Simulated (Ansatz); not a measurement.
# BaSb3F: the cost of one run

Method: DFT PBE, scalar-relativistic, plane waves, PAW, in Ansatz 0.2.0.

## 1. Starting point

Symmetry: R3m, No. 160, trigonal system. Conventional cell: a = 7.194 Å, b = 7.194 Å, c = 8.848 Å, α = 90.00°, β = 90.00°, γ = 120.00°. Ba (site symmetry 3m) has 12 Sb at 3.55 to 3.66 Å in its first shell of neighbours. Sb (site symmetry m) has 2 F at 2.54 to 2.55 Å in its first shell of neighbours. F (site symmetry 3m) has 6 Sb at 2.54 to 2.55 Å in its first shell of neighbours.

Structure file:

```xyz
5
Lattice="3.5969 2.0766 2.9494 -3.5969 2.0766 2.9494 0.0000 -4.1533 2.9494" Properties=species:S:1:pos:R:3 pbc="T T T"
Ba    0.0000    0.0000    0.0783
Sb    0.0000    2.0745    3.0996
Sb    1.7966   -1.0373    3.0996
Sb   -1.7966   -1.0373    3.0996
F     0.0000    0.0000    4.5855
```

Recipe of the guess: species swapped into a database cell of CsHgCl3 (R3m, No. 160), with Ba on the Cs sites, F on the Hg sites and Sb on the Cl sites. Its size is a rough estimate.

## 2. Probe: one point on a coarse mesh

The input, input.yaml:

```yaml
crystal:
  lattice:
    - [3.59686232, 2.07664943, 2.94939957]
    - [-3.59686232, 2.07664943, 2.94939957]
    - [0.0, -4.15329886, 2.94939957]
  atoms:
    - { symbol: Ba, position: [0.008852, 0.008852, 0.008852] }
    - { symbol: Sb, position: [0.51679999, 0.51679999, 0.017309] }
    - { symbol: Sb, position: [0.51679999, 0.017309, 0.51679999] }
    - { symbol: Sb, position: [0.017309, 0.51679999, 0.51679999] }
    - { symbol: F, position: [0.51823902, 0.51823902, 0.51823902] }
basis:
  ecutwfc: 420
kpoints:
  mp_grid: { grid: [3, 3, 3] }
hamiltonian:
  xc: pbe
scf:
  occupations: { method: gaussian, width: 0.1 }
  lower_state_search: "off"
output:
  forces: true
  stress: true
  eigenvalues: true
```

Launch:

```
ansatz run input.yaml --threads 1 --pin off --max-ram 2560MiB --backend cpu --events-out ev --progress --plain --runs-dir out
```

**Question.** How long does this run take on 1 thread of Intel Xeon Platinum 8175M at 2.50GHz (Skylake/Cascade Lake), shared host, and how much memory does it need?

About 3.4 s, with a peak of 0.38 GiB.
